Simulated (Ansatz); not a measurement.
# H₅NOSi + HF: a complex and its separated parts, part 2 of 3

Ansatz 0.2.0, Gaussian basis. Earlier steps stand in the parts before.

## 8. B97M-V/def2-TZVPP

The inputs:

parta/in.yaml

```yaml
crystal:
  periodic: [false, false, false]
  atoms:
    - {symbol: Si, position_ang: [-0.514779, 0.317879, -0.664620]}
    - {symbol: O, position_ang: [0.154974, -1.188891, -0.706597]}
    - {symbol: H, position_ang: [-0.429309, 0.963179, -2.001901]}
    - {symbol: H, position_ang: [-1.907235, 0.038172, -0.250792]}
    - {symbol: N, position_ang: [0.203142, 1.439206, 0.400937]}
    - {symbol: H, position_ang: [1.074110, -1.255278, -0.969005]}
    - {symbol: H, position_ang: [0.862038, 2.131012, 0.089657]}
    - {symbol: H, position_ang: [0.190925, 1.342598, 1.401809]}
basis:
  gaussian: {orbitals: def2-TZVPP}
hamiltonian: {xc: {name: B97M-V}}
```

partb/in.yaml

```yaml
crystal:
  periodic: [false, false, false]
  atoms:
    - {symbol: H, position_ang: [0.192549, -1.806444, 0.898677]}
    - {symbol: F, position_ang: [0.173585, -1.981431, 1.801737]}
basis:
  gaussian: {orbitals: def2-TZVPP}
hamiltonian: {xc: {name: B97M-V}}
```

One command serves all of them, each in its own folder.

Command:

```sh
> ansatz run in.yaml --threads 4 --pin off --events-out ev --progress --plain --max-ram 9574MiB
```

Output in parta, cut to the lines that bear on the results:

```text
Functional definition: B97M-V
  name "B97M-V"
  cite "Mardirossian & Head-Gordon, J. Chem. Phys. 142, 074111 (2015) doi:10.1063/1.4907719"
  cite "Becke, J. Chem. Phys. 107, 8554 (1997) doi:10.1063/1.475007"
  cite "Vydrov & Van Voorhis, J. Chem. Phys. 133, 244103 (2010) doi:10.1063/1.3521275"
  # Of w^i u^j: cxij and so on, Table III.
[...]
  gx(w, u) = cx00 + cx01*u + cx02*u^2 + (cx10 + cx11*u)*w
[...]
  gos(w, u) = cos00 + cos01*u + cos03*u^3 + cos10*w + cos32*w^3*u^2
[...]
      + integral(e_c_pw_mod_opposite_spin*gos(b97_w_opposite, b97_u_opposite)) + vv10(b, c)
889 factors; their error is unknown
[...]
mean field -11497.20062728 eV, -422.5143299700 hartree, gradient 6.9e-5 eV, S^2 0.000000; 0 other end points of the search recorded, 0 dependent functions left out
reference -11497.20068207 eV, -422.5143319836 hartree; 17, 17 occupied and 157, 157 virtual orbitals, 889 factors
Total energy: -11497.20068207 eV, -422.5143319836 hartree
```

Log of partb, cut to the lines that bear on the results:

```text
[... 5 set-up lines as earlier in the session ...]
  # Of w^i u^j: cxij and so on, Table III.
[...]
  gx(w, u) = cx00 + cx01*u + cx02*u^2 + (cx10 + cx11*u)*w
[...]
  gos(w, u) = cos00 + cos01*u + cos03*u^3 + cos10*w + cos32*w^3*u^2
[...]
      + integral(e_c_pw_mod_opposite_spin*gos(b97_w_opposite, b97_u_opposite)) + vv10(b, c)
215 factors; their error is unknown
[...]
mean field -2733.38837295 eV, -100.4501699489 hartree, gradient 2.3e-5 eV, S^2 0.000000; 0 other end points of the search recorded, 0 dependent functions left out
reference -2733.38839067 eV, -100.4501705999 hartree; 5, 5 occupied and 40, 40 virtual orbitals, 215 factors
Total energy: -2733.38839067 eV, -100.4501705999 hartree
```

Wall times: 3 s (parta), 0.25 s (partb) on 4 threads of Arm Neoverse V2, shared host.

## 9. PBE0-D4/def2-TZVPP

Each input of step 8 (parta, partb) changes in the same lines:

```diff
-hamiltonian: {xc: {name: B97M-V}}
+hamiltonian: {xc: pbe0, dispersion: d4}
+output: {orbitals: {seedname: orbitals}}
```

Each run has its own folder and the same command.

Command:

```sh
> ansatz run in.yaml --threads 4 --pin off --events-out ev --progress --plain --max-ram 9574MiB
```

parta printed, cut to the lines that bear on the results:

```text
[... 5 set-up lines as earlier in the session ...]
[...]
892 factors; their error is unknown
[...]
mean field -11492.79426984 eV, -422.3523993207 hartree, gradient 3.6e-5 eV, S^2 0.000000; 0 other end points of the search recorded, 0 dependent functions left out
reference -11492.79429730 eV, -422.3524003300 hartree; 17, 17 occupied and 157, 157 virtual orbitals, 892 factors
Total energy: -11492.88921981 eV, -422.3558886679 hartree
```

partb printed, cut to the lines that bear on the results:

```text
[... 5 set-up lines as earlier in the session ...]
[...]
215 factors; their error is unknown
[...]
mean field -2731.86111791 eV, -100.3940443611 hartree, gradient 4.0e-5 eV, S^2 0.000000; 0 other end points of the search recorded, 0 dependent functions left out
reference -2731.86112662 eV, -100.3940446813 hartree; 5, 5 occupied and 40, 40 virtual orbitals, 215 factors
Total energy: -2731.86263991 eV, -100.3941002938 hartree
```

They took 1.1 s (parta), 0.15 s (partb) on 4 threads of Arm Neoverse V2, shared host.

## 10. B3LYP-D4/def2-TZVPP

Each input of step 9 (parta, partb) changes in the same lines:

```diff
-hamiltonian: {xc: pbe0, dispersion: d4}
-output: {orbitals: {seedname: orbitals}}
+hamiltonian: {xc: {name: B3LYP}, dispersion: d4}
```

Each run has its own folder and the same command.

Command:

```sh
> ansatz run in.yaml --threads 4 --pin off --events-out ev --progress --plain --max-ram 9574MiB
```

parta printed, cut to the lines that bear on the results:

```text
Functional definition: B3LYP
  name "B3LYP"
  cite "Stephens, Devlin, Chabalowski & Frisch, J. Phys. Chem. 98, 11623 (1994) doi:10.1021/j100096a001"
[... 2 set-up lines as earlier in the session ...]
  cite "Vosko, Wilk & Nusair, Can. J. Phys. 58, 1200 (1980) doi:10.1139/p80-159"
[...]
892 factors; their error is unknown
[...]
mean field -11500.91335649 eV, -422.6507702518 hartree, gradient 4.2e-5 eV, S^2 0.000000; 0 other end points of the search recorded, 0 dependent functions left out
reference -11500.91358585 eV, -422.6507786807 hartree; 17, 17 occupied and 157, 157 virtual orbitals, 892 factors
Total energy: -11501.09859741 eV, -422.6575777300 hartree
```

Log of partb, cut to the lines that bear on the results:

```text
[... 6 set-up lines as earlier in the session ...]
[...]
215 factors; their error is unknown
[...]
mean field -2734.54626014 eV, -100.4927215182 hartree, gradient 1.9e-5 eV, S^2 0.000000; 0 other end points of the search recorded, 0 dependent functions left out
reference -2734.54635098 eV, -100.4927248565 hartree; 5, 5 occupied and 40, 40 virtual orbitals, 215 factors
Total energy: -2734.54934070 eV, -100.4928347265 hartree
```

Wall times: 1.1 s (parta), 0.15 s (partb) on 4 threads of Arm Neoverse V2, shared host.

## 11. r2SCAN0-D4/def2-TZVPP

The same edit goes into each in.yaml of step 10 (parta, partb):

```diff
-hamiltonian: {xc: {name: B3LYP}, dispersion: d4}
+hamiltonian: {xc: {name: r2SCAN0}, dispersion: d4}
```

One command serves all of them, each in its own folder.

Command:

```sh
> ansatz run in.yaml --threads 4 --pin off --events-out ev --progress --plain --max-ram 9574MiB
```

parta printed, cut to the lines that bear on the results:

```text
Functional definition: r2SCAN0
  name "r2SCAN0"
  cite "Bursch, Neugebauer, Ehlert & Grimme, J. Chem. Phys. 156, 134105 (2022) doi:10.1063/5.0086040"
[... 3 set-up lines as earlier in the session ...]
[...]
892 factors; their error is unknown
[...]
mean field -11496.97547104 eV, -422.5060556310 hartree, gradient 4.1e-5 eV, S^2 0.000000; 0 other end points of the search recorded, 0 dependent functions left out
reference -11496.97547963 eV, -422.5060559465 hartree; 17, 17 occupied and 157, 157 virtual orbitals, 892 factors
Total energy: -11497.00667796 eV, -422.5072024641 hartree
```

partb printed, cut to the lines that bear on the results:

```text
[... 6 set-up lines as earlier in the session ...]
[...]
215 factors; their error is unknown
[...]
mean field -2732.94545927 eV, -100.4338931712 hartree, gradient 6.6e-5 eV, S^2 0.000000; 0 other end points of the search recorded, 0 dependent functions left out
reference -2732.94546173 eV, -100.4338932617 hartree; 5, 5 occupied and 40, 40 virtual orbitals, 215 factors
Total energy: -2732.94596370 eV, -100.4339117088 hartree
```

Wall times: 2 s (parta), 0.35 s (partb) on 4 threads of Arm Neoverse V2, shared host.

## 12. BHLYP-D4/def2-TZVPP

Each input of step 11 (parta, partb) changes in the same lines:

```diff
-hamiltonian: {xc: {name: r2SCAN0}, dispersion: d4}
+hamiltonian: {xc: {name: BHLYP}, dispersion: d4}
```

One command serves all of them, each in its own folder.

Command:

```sh
> ansatz run in.yaml --threads 4 --pin off --events-out ev --progress --plain --max-ram 9574MiB
```

parta printed, cut to the lines that bear on the results:

```text
Functional definition: BHLYP
  name "BHLYP"
  cite "Becke, J. Chem. Phys. 98, 1372 (1993) doi:10.1063/1.464304"
[... 2 set-up lines as earlier in the session ...]
[...]
951 factors; their error is unknown
[...]
mean field -11498.34405439 eV, -422.5563501414 hartree, gradient 5.2e-5 eV, S^2 0.000000; 0 other end points of the search recorded, 0 dependent functions left out
reference -11498.34421017 eV, -422.5563558663 hartree; 17, 17 occupied and 157, 157 virtual orbitals, 951 factors
Total energy: -11498.47836311 eV, -422.5612858959 hartree
```

Output in partb, cut to the lines that bear on the results:

```text
[... 5 set-up lines as earlier in the session ...]
[...]
234 factors; their error is unknown
[...]
mean field -2733.43313249 eV, -100.4518148314 hartree, gradient 1.2e-5 eV, S^2 0.000000; 0 other end points of the search recorded, 0 dependent functions left out
reference -2733.43319302 eV, -100.4518170561 hartree; 5, 5 occupied and 40, 40 virtual orbitals, 234 factors
Total energy: -2733.43492099 eV, -100.4518805578 hartree
```

Times: 1.1 s (parta), 0.15 s (partb) on 4 threads of Arm Neoverse V2, shared host.

## 13. CAM-B3LYP-D4/def2-TZVPP

The same edit goes into each in.yaml of step 12 (parta, partb):

```diff
-hamiltonian: {xc: {name: BHLYP}, dispersion: d4}
+hamiltonian: {xc: {name: CAM-B3LYP}, dispersion: d4}
```

One command serves all of them, each in its own folder.

Command:

```sh
> ansatz run in.yaml --threads 4 --pin off --events-out ev --progress --plain --max-ram 9574MiB
```

parta printed, cut to the lines that bear on the results:

```text
Functional definition: CAM-B3LYP
  name "CAM-B3LYP"
  cite "Yanai, Tew & Handy, Chem. Phys. Lett. 393, 51 (2004) doi:10.1016/j.cplett.2004.06.011"
  cite "Iikura, Tsuneda, Yanai & Hirao, J. Chem. Phys. 115, 3540 (2001) doi:10.1063/1.1383587"
[... 2 set-up lines as earlier in the session ...]
[...]
  # Exact exchange under (alpha + beta erf(omega r))/r, Becke's under what is left of 1/r.
[...]
892 factors; their error is unknown
237 factors; integrals over basis functions are off by at most 1.4e-5 eV
[...]
mean field -11499.11785433 eV, -422.5847867645 hartree, gradient 4.7e-5 eV, S^2 0.000000; 0 other end points of the search recorded, 0 dependent functions left out
reference -11499.11796593 eV, -422.5847908657 hartree; 17, 17 occupied and 157, 157 virtual orbitals, 892 factors
Total energy: -11499.21284190 eV, -422.5882774933 hartree
```

partb printed, cut to the lines that bear on the results:

```text
[... 6 set-up lines as earlier in the session ...]
[...]
  # Exact exchange under (alpha + beta erf(omega r))/r, Becke's under what is left of 1/r.
[...]
215 factors; their error is unknown
48 factors; integrals over basis functions are off by at most 4.9e-5 eV
[...]
mean field -2733.85902811 eV, -100.4674662067 hartree, gradient 6.2e-5 eV, S^2 0.000000; 0 other end points of the search recorded, 0 dependent functions left out
reference -2733.85907224 eV, -100.4674678286 hartree; 5, 5 occupied and 40, 40 virtual orbitals, 215 factors
Total energy: -2733.86051256 eV, -100.4675207595 hartree
```

Times: 1.2 s (parta), 0.15 s (partb) on 4 threads of Arm Neoverse V2, shared host.

## 14. wB97X-V/def2-TZVPP

Each input of step 13 (parta, partb) changes in the same lines:

```diff
-hamiltonian: {xc: {name: CAM-B3LYP}, dispersion: d4}
+hamiltonian: {xc: {name: wB97X-V}}
```

One command serves all of them, each in its own folder.

Command:

```sh
> ansatz run in.yaml --threads 4 --pin off --events-out ev --progress --plain --max-ram 9574MiB
```

parta printed, cut to the lines that bear on the results:

```text
Functional definition: wB97X-V
  name "wB97X-V"
  cite "Mardirossian & Head-Gordon, Phys. Chem. Chem. Phys. 16, 9904 (2014) doi:10.1039/C3CP54374A"
[... 2 set-up lines as earlier in the session ...]
[...]
      + integral(e_c_pw_opposite_spin*poly(b97_u_opposite, cos0, cos1)) + vv10(b, c)
892 factors; their error is unknown
214 factors; integrals over basis functions are off by at most 1.1e-5 eV
[...]
mean field -11497.70912183 eV, -422.5330168001 hartree, gradient 4.2e-5 eV, S^2 0.000000; 0 other end points of the search recorded, 0 dependent functions left out
reference -11497.70912002 eV, -422.5330167335 hartree; 17, 17 occupied and 157, 157 virtual orbitals, 892 factors
Total energy: -11497.70912002 eV, -422.5330167335 hartree
```

partb printed, cut to the lines that bear on the results:

```text
[... 5 set-up lines as earlier in the session ...]
[...]
      + integral(e_c_pw_opposite_spin*poly(b97_u_opposite, cos0, cos1)) + vv10(b, c)
215 factors; their error is unknown
48 factors; integrals over basis functions are off by at most 2.2e-5 eV
[...]
mean field -2733.49560703 eV, -100.4541107284 hartree, gradient 1.0e-5 eV, S^2 0.000000; 0 other end points of the search recorded, 0 dependent functions left out
reference -2733.49560643 eV, -100.4541107066 hartree; 5, 5 occupied and 40, 40 virtual orbitals, 215 factors
Total energy: -2733.49560643 eV, -100.4541107066 hartree
```

They took 3 s (parta), 0.25 s (partb) on 4 threads of Arm Neoverse V2, shared host.

## 15. wB97M-V/def2-TZVPP

Each input of step 14 (parta, partb) changes in the same lines:

```diff
-hamiltonian: {xc: {name: wB97X-V}}
+hamiltonian: {xc: {name: wB97M-V}}
```

The same command starts each run, in its folder.

Command:

```sh
> ansatz run in.yaml --threads 4 --pin off --events-out ev --progress --plain --max-ram 9574MiB
```

parta printed, cut to the lines that bear on the results:

```text
Functional definition: wB97M-V
  name "wB97M-V"
  cite "Mardirossian & Head-Gordon, J. Chem. Phys. 144, 214110 (2016) doi:10.1063/1.4952647"
[... 2 set-up lines as earlier in the session ...]
  # Of w^i u^j: cxij and so on, Table III.
[...]
  gx(w, u) = 1 - cx + cx01*u + cx10*w
[...]
      + integral(e_c_pw_mod_opposite_spin*gos(b97_w_opposite, b97_u_opposite)) + vv10(b, c)
892 factors; their error is unknown
214 factors; integrals over basis functions are off by at most 1.1e-5 eV
[...]
mean field -11498.20446936 eV, -422.5512204862 hartree, gradient 1.4e-5 eV, S^2 0.000000; 0 other end points of the search recorded, 0 dependent functions left out
reference -11498.20451363 eV, -422.5512221128 hartree; 17, 17 occupied and 157, 157 virtual orbitals, 892 factors
Total energy: -11498.20451363 eV, -422.5512221128 hartree
```

partb printed, cut to the lines that bear on the results:

```text
[... 5 set-up lines as earlier in the session ...]
  # Of w^i u^j: cxij and so on, Table III.
[...]
  gx(w, u) = 1 - cx + cx01*u + cx10*w
[...]
      + integral(e_c_pw_mod_opposite_spin*gos(b97_w_opposite, b97_u_opposite)) + vv10(b, c)
215 factors; their error is unknown
48 factors; integrals over basis functions are off by at most 2.2e-5 eV
[...]
mean field -2733.67553275 eV, -100.4607228768 hartree, gradient 1.2e-5 eV, S^2 0.000000; 0 other end points of the search recorded, 0 dependent functions left out
reference -2733.67554742 eV, -100.4607234157 hartree; 5, 5 occupied and 40, 40 virtual orbitals, 215 factors
Total energy: -2733.67554742 eV, -100.4607234157 hartree
```

Times: 3.4 s (parta), 0.25 s (partb) on 4 threads of Arm Neoverse V2, shared host.

## 16. B2PLYP/def2-TZVPP

Each input of step 15 (parta, partb) changes in the same lines:

```diff
-hamiltonian: {xc: {name: wB97M-V}}
+hamiltonian: {xc: {name: B2PLYP}}
```

One command serves all of them, each in its own folder.

Command:

```sh
> ansatz run in.yaml --threads 4 --pin off --events-out ev --progress --plain --max-ram 9574MiB
```

Log of parta, cut to the lines that bear on the results:

```text
Functional definition: B2PLYP
  name "B2PLYP"
  cite "Grimme, J. Chem. Phys. 124, 034108 (2006) doi:10.1063/1.2148954"
[... 2 set-up lines as earlier in the session ...]
[...]
1016 factors; integrals over basis functions are off by at most 1.1e-3 eV
[...]
mean field -11489.21854820 eV, -422.2209939743 hartree, gradient 5.0e-6 eV, S^2 0.000000; 0 other end points of the search recorded, 0 dependent functions left out
7 core orbitals not correlated: weight in the atoms' cores, before any rotation towards them, 1.000 or more for the frozen orbitals, at most 0.000 for the correlated occupied ones
reference -11489.21869365 eV, -422.2209993193 hartree; 10, 10 occupied and 157, 157 virtual orbitals, 1016 factors
second order -19.17063243 eV of doubles, -0.00000000 eV of singles
Total energy: -11494.39476440 eV, -422.4112164112 hartree
```

Log of partb, cut to the lines that bear on the results:

```text
[... 5 set-up lines as earlier in the session ...]
[...]
287 factors; integrals over basis functions are off by at most 1.0e-3 eV
[...]
mean field -2730.72523251 eV, -100.3523013429 hartree, gradient 1.4e-6 eV, S^2 0.000000; 0 other end points of the search recorded, 0 dependent functions left out
1 core orbitals not correlated: weight in the atoms' cores, before any rotation towards them, 1.000 or more for the frozen orbitals, at most 0.000 for the correlated occupied ones
reference -2730.72528922 eV, -100.3523034267 hartree; 4, 4 occupied and 40, 40 virtual orbitals, 287 factors
second order -8.59405467 eV of doubles, -0.00000000 eV of singles
Total energy: -2733.04568398 eV, -100.4375763613 hartree
```

They took 1.9 s (parta), 0.2 s (partb) on 4 threads of Arm Neoverse V2, shared host.

## 17. PBE-QIDH/def2-TZVPP

The same edit goes into each in.yaml of step 16 (parta, partb):

```diff
-hamiltonian: {xc: {name: B2PLYP}}
+hamiltonian: {xc: {name: PBE-QIDH}}
```

Each run has its own folder and the same command.

Command:

```sh
> ansatz run in.yaml --threads 4 --pin off --events-out ev --progress --plain --max-ram 9574MiB
```

Log of parta, cut to the lines that bear on the results:

```text
Functional definition: PBE-QIDH
  name "PBE-QIDH"
  cite "Brémond, Sancho-García, Pérez-Jiménez & Adamo, J. Chem. Phys. 141, 031101 (2014) doi:10.1063/1.4890314"
[... 1 set-up line as earlier in the session ...]
[...]
1016 factors; integrals over basis functions are off by at most 1.1e-3 eV
[...]
mean field -11484.19299442 eV, -422.0363082793 hartree, gradient 4.5e-6 eV, S^2 0.000000; 0 other end points of the search recorded, 0 dependent functions left out
7 core orbitals not correlated: weight in the atoms' cores, before any rotation towards them, 1.000 or more for the frozen orbitals, at most 0.000 for the correlated occupied ones
reference -11484.19300553 eV, -422.0363086877 hartree; 10, 10 occupied and 157, 157 virtual orbitals, 1016 factors
second order -17.84027877 eV of doubles, -0.00000000 eV of singles
Total energy: -11490.13976512 eV, -422.2548480717 hartree
```

partb printed, cut to the lines that bear on the results:

```text
[... 4 set-up lines as earlier in the session ...]
[...]
287 factors; integrals over basis functions are off by at most 1.0e-3 eV
[...]
mean field -2728.92248874 eV, -100.2860517311 hartree, gradient 3.8e-6 eV, S^2 0.000000; 0 other end points of the search recorded, 0 dependent functions left out
1 core orbitals not correlated: weight in the atoms' cores, before any rotation towards them, 1.000 or more for the frozen orbitals, at most 0.000 for the correlated occupied ones
reference -2728.92249209 eV, -100.2860518543 hartree; 4, 4 occupied and 40, 40 virtual orbitals, 287 factors
second order -8.07155276 eV of doubles, -0.00000000 eV of singles
Total energy: -2731.61300968 eV, -100.3849265520 hartree
```

Times: 1.9 s (parta), 0.2 s (partb) on 4 threads of Arm Neoverse V2, shared host.

## 18. RPA on PBE/def2-TZVPP

Each input of step 17 (parta, partb) changes in the same lines:

```diff
-hamiltonian: {xc: {name: PBE-QIDH}}
+hamiltonian: {xc: pbe}
+correlation: {method: rpa}
```

The same command starts each run, in its folder.

Command:

```sh
> ansatz run in.yaml --threads 4 --pin off --events-out ev --progress --plain --max-ram 9574MiB
```

Log of parta, cut to the lines that bear on the results:

```text
[... 4 set-up lines as earlier in the session ...]
[...]
1016 factors; integrals over basis functions are off by at most 1.1e-3 eV
[...]
mean field -11491.81852688 eV, -422.3165414284 hartree, gradient 5.4e-6 eV, S^2 0.000000; 0 other end points of the search recorded, 0 dependent functions left out
7 core orbitals not correlated: weight in the atoms' cores, before any rotation towards them, 1.000 or more for the frozen orbitals, at most 0.000 for the correlated occupied ones
reference -11463.43385047 eV, -421.2734238101 hartree; 10, 10 occupied and 157, 157 virtual orbitals, 1016 factors
Total energy: -11489.47616182 eV, -422.2304611002 hartree
```

Log of partb, cut to the lines that bear on the results:

```text
[... 4 set-up lines as earlier in the session ...]
[...]
287 factors; integrals over basis functions are off by at most 1.0e-3 eV
[...]
mean field -2731.84358116 eV, -100.3933998977 hartree, gradient 9.3e-7 eV, S^2 0.000000; 0 other end points of the search recorded, 0 dependent functions left out
1 core orbitals not correlated: weight in the atoms' cores, before any rotation towards them, 1.000 or more for the frozen orbitals, at most 0.000 for the correlated occupied ones
reference -2722.68122644 eV, -100.0566895720 hartree; 4, 4 occupied and 40, 40 virtual orbitals, 287 factors
Total energy: -2733.63265935 eV, -100.4591473082 hartree
```

Times: 1.8 s (parta), 0.2 s (partb) on 4 threads of Arm Neoverse V2, shared host.

(Continued in part 3 of 3.)
